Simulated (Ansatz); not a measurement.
# SbH₃+ (quartet): wave-function methods side by side, def2-SVP

The task here is to estimate one member of a computed series from the others.

The runs use Ansatz 0.2.0, Gaussian basis; def2-SVP, core rule «outside noble gas», up to 9 orbitals frozen.

The runs, in order: UHF; CCSD(T) on ROHF; CCSD(T) on UHF; BCCD(T) on ROHF; CISD; CCSDT(Q) on ROHF; CCSDT(Q) on UHF; CCSDTQ on ROHF; CCSDTQ on UHF; CASSCF and MRCISD+Q, 7 electrons in 7 orbitals; CASSCF and NEVPT2, 7 electrons in 7 orbitals; Full CI.

2 further runs of the same task are left out: 2 set aside as unsound or not needed.

**The system**

The geometry is a PBE0/def2-TZVP stationary point (not a proven minimum) of the parent state, kept for this charge and spin. No spin-orbit coupling is included. Elements past krypton take def2 core potentials.

4 atoms, charge 1, spin multiplicity 4.

Atoms are counted from 1 here; the program's logs count them from 0.

Bond lengths: Sb1–H2 1.676 Å, Sb1–H3 1.676 Å, Sb1–H4 1.676 Å. Angles: H2–Sb1–H3 110.3°, H2–Sb1–H4 110.3°, H3–Sb1–H4 110.3°.

Coordinates:

```
Sb    0.00004   -0.00002   -0.01296
H     1.58728    0.01349    0.52645
H    -0.80695    1.37011    0.51811
H    -0.78470   -1.38168    0.52154
```

Set-up of the first run:

The input, in.yaml:

```yaml
crystal:
  periodic: [false, false, false]
  atoms:
    - {symbol: Sb, position_ang: [0.000036, -0.000016, -0.012964]}
    - {symbol: H, position_ang: [1.587283, 0.013487, 0.526454]}
    - {symbol: H, position_ang: [-0.806950, 1.370107, 0.518114]}
    - {symbol: H, position_ang: [-0.784704, -1.381681, 0.521537]}
basis:
  gaussian: {orbitals: def2-SVP}
total_charge: 1
magnetization: {spin_polarized: true, initial_magnetization: 3}
hamiltonian: {xc: hf}
output: {orbitals: {seedname: orbitals}}
```

Launch:

```
ansatz run in.yaml --threads 1 --pin off --events-out ev --progress --plain --max-ram 3968MiB --backend cpu
```

Steps of the session up to this table: UHF; CCSD(T) on ROHF; CCSD(T) on UHF; BCCD(T) on ROHF; CISD; CCSDT(Q) on ROHF; CCSDT(Q) on UHF; CCSDTQ on ROHF; CCSDTQ on UHF; CASSCF and MRCISD+Q, 7 electrons in 7 orbitals; CASSCF and NEVPT2, 7 electrons in 7 orbitals; Full CI.

One table of the session follows, with a row left open; its other results are not shown here.

It belongs to the step «Misses and costs». 

| method | from FCI (kcal/mol) |
| --- | --- |
| ROHF | +67.34 |
| UHF | +65.28 |
| RMP2 | +18.99 |
| UMP2 | +18.70 |
| RCCSD | +3.93 |
| UCCSD | +3.52 |
| RCCSD(T) | +1.89 |
| UCCSD(T) | +1.53 |
| BCCD(T) | +1.88 |
| RCCSDT | ? |
| UCCSDT | -0.12 |
| RCCSDT(Q) | +0.01 |
| UCCSDT(Q) | -0.35 |
| RCCSDTQ | -0.04 |
| UCCSDTQ | -0.41 |
| FCI | 0 |

**Question.** Estimate the row for RCCSDT.

**Answer.** from FCI (kcal/mol): +0.24. In the column «from FCI (kcal/mol)» it lies between RCCSDT(Q) (+0.01) and UCCSD(T) (+1.53).

Caveats from the session: Left out of the table: CASSCF valence, NEVPT2 valence, MRCISD valence, MRCISD+Q valence (the active space lost an orbital or holds another state than full CI finds). UCCSDT, UCCSDT(Q), UCCSDTQ fall below full CI: unrestricted runs freeze a spin-polarised core, another one than full CI's, and coupled cluster isn't variational. Levels on UHF freeze UHF's core orbitals, full CI those of ROHF, so the U rows can settle a little off it for that reason alone. Restricted and unrestricted rows rest on different reference determinants; where their highest levels disagree by more than a few hundredths of an eV, they describe different states and don't form one ladder.
